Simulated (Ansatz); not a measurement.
**SiHCl3 + HF: a complex and its separated parts**

Aim: how far the complex at one end of a reaction step lies below its separated, relaxed parts, level by level.

Program: Ansatz 0.2.0, Gaussian basis. Level of theory: PBE0-D4/def2-TZVP structures, single points in def2-TZVPP, no counterpoise correction. These are calculated values, not measurements.

Levels: SPW92, PBE-D4, BLYP-D4, r2SCAN-D4, B97M-V, PBE0-D4, B3LYP-D4, r2SCAN0-D4, BHLYP-D4, CAM-B3LYP-D4, wB97X-V, wB97M-V, B2PLYP, PBE-QIDH, RPA on PBE, Hartree-Fock, MP2, CCSD, CCSD(T).

Correlated methods freeze the cores. B3LYP uses VWN-RPA correlation. B2PLYP carries no dispersion term here.

20 further runs of the same task are left out: 20 set aside as unsound or not needed.

## 1. The starting structure

The complex: 7 atoms, charge 0, spin multiplicity 1.

Atoms are counted from 1 here; the program's logs count them from 0.

Bond lengths: Si1–H2 1.467 Å, Si1–Cl3 2.026 Å, Si1–Cl4 2.053 Å, Si1–Cl5 2.022 Å, H6–F7 0.926 Å. Angles: H2–Si1–Cl3 110.3°, H2–Si1–Cl4 108.8°, H2–Si1–Cl5 110.7°, Cl3–Si1–Cl4 108.0°, Cl3–Si1–Cl5 110.1°, Cl4–Si1–Cl5 108.8°.

Coordinates:

```mol
Cl3FH2Si
  3D, bonds by distance, orders not assigned

  7  5  0  0  0  0  0  0  0  0999 V2000
   -0.4996   -0.4742   -0.5810 Si  0  0
    0.9043   -0.7085   -0.9348 H   0  0
   -1.6660   -1.9574   -1.3190 Cl  0  0
   -0.6769   -0.4838    1.4644 Cl  0  0
   -1.1258    1.3159   -1.2826 Cl  0  0
    1.1864    0.9463    1.5541 H   0  0
    1.8775    1.3618    1.0990 F   0  0
  1  2  8  0
  1  3  8  0
  1  4  8  0
  1  5  8  0
  6  7  8  0
M  END
```

Its parts: SiHCl3 holds atoms 1, 2, 3, 4, 5; HF holds atoms 6, 7. Each part counts its atoms afresh in its own runs.

## 2. Relaxing SiHCl3 alone

relax-a/in.yaml

```yaml
crystal:
  periodic: [false, false, false]
  atoms:
    - {symbol: Si, position_ang: [-0.499552, -0.474193, -0.581042]}
    - {symbol: H, position_ang: [0.904332, -0.708533, -0.934790]}
    - {symbol: Cl, position_ang: [-1.666020, -1.957425, -1.319045]}
    - {symbol: Cl, position_ang: [-0.676872, -0.483785, 1.464377]}
    - {symbol: Cl, position_ang: [-1.125773, 1.315933, -1.282600]}
basis:
  gaussian: {orbitals: def2-TZVP}
hamiltonian: {xc: pbe0, dispersion: d4}
relax: {f_tol: 0.005, max_steps: 200}
```

No record of the launch command was kept for these runs.

Further steps of the session: Relaxing HF alone; wB97M-V/def2-TZVPP; CCSD(T)/def2-TZVPP; Vibrations of SiHCl3; Vibrations of HF.

**Question.** What will these runs give? Wanted: complex less parts, CCSD(T)/def2-TZVPP; with zero-point energy; largest T1 diagnostic.

The runs gave:

```
                              quantity      value
complex less parts, CCSD(T)/def2-TZVPP  -0.102 eV
                with zero-point energy  -0.059 eV
                 largest T1 diagnostic      0.009
```

At CCSD(T) the complex lies 0.102 eV below its parts. Among the functionals PBE-QIDH lands nearest to CCSD(T) (+0.005 eV) and SPW92 farthest (-0.144 eV). Mean unsigned error by rung: LDA 0.144, GGA 0.056, meta-GGA 0.037, hybrid 0.031, range-separated hybrid 0.037, double hybrid 0.006 eV. PBE-D4 gives a relative energy 0.062 eV too low, an error of 61 % of the reference. No counterpoise was applied, and triple zeta lacks some correlation, so the CCSD(T) reference has a basis error of its own, and close matches with it are partly luck.
